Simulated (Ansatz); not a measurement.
CaBr:

```
CELL_PARAMETERS angstrom
4.08415 0.00000 0.00000
-2.04207 3.53698 0.00000
0.00000 0.00000 9.67213
ATOMIC_POSITIONS crystal
Br 0.66667 0.33333 0.53449
Br 0.33333 0.66667 0.03449
Ca 0.66667 0.33333 0.84051
Ca 0.33333 0.66667 0.34051
```

The cell comes from a database or a generator and needn't be the stable form of this composition.

```yaml
Program: Ansatz 0.2.0
Task: relaxation of cell and atoms
Functional: PBE
Potentials_or_basis: Ansatz PAW
Cutoff: "420 eV (not typed: the program's choice for these potentials)"
k_mesh: 8 × 8 × 3
Occupations: fermi-dirac, width 0.05 eV
Spin: no spin polarisation
```

At the start: volume 34.93 Å³/atom.

Q: Where does the relaxation end?

A: It ends after 4 steps and the volume is 35.38 Å³/atom (+1.3 %); space group P6_3mc (No. 186, to 0.05 Å).

Step by step:
```
step  energy change (eV)  largest force (eV/Å)  volume (Å³)
   1              0.0000                0.1264       139.72
   2             -0.0135                0.0228       140.97
   3             -0.0142                0.0018       141.53
   4             -0.0143                0.0017       141.53
```

Final structure:
```
CELL_PARAMETERS angstrom
4.07214 0.00000 0.00000
-2.03607 3.52658 0.00000
0.00000 0.00000 9.85567
ATOMIC_POSITIONS crystal
Br 0.66667 0.33333 0.53679
Br 0.33333 0.66667 0.03679
Ca 0.66667 0.33333 0.83821
Ca 0.33333 0.66667 0.33821
```

Caveat: the plane-wave basis is chosen anew once the cell has moved, so the energies of steps on either side of that aren't comparable.
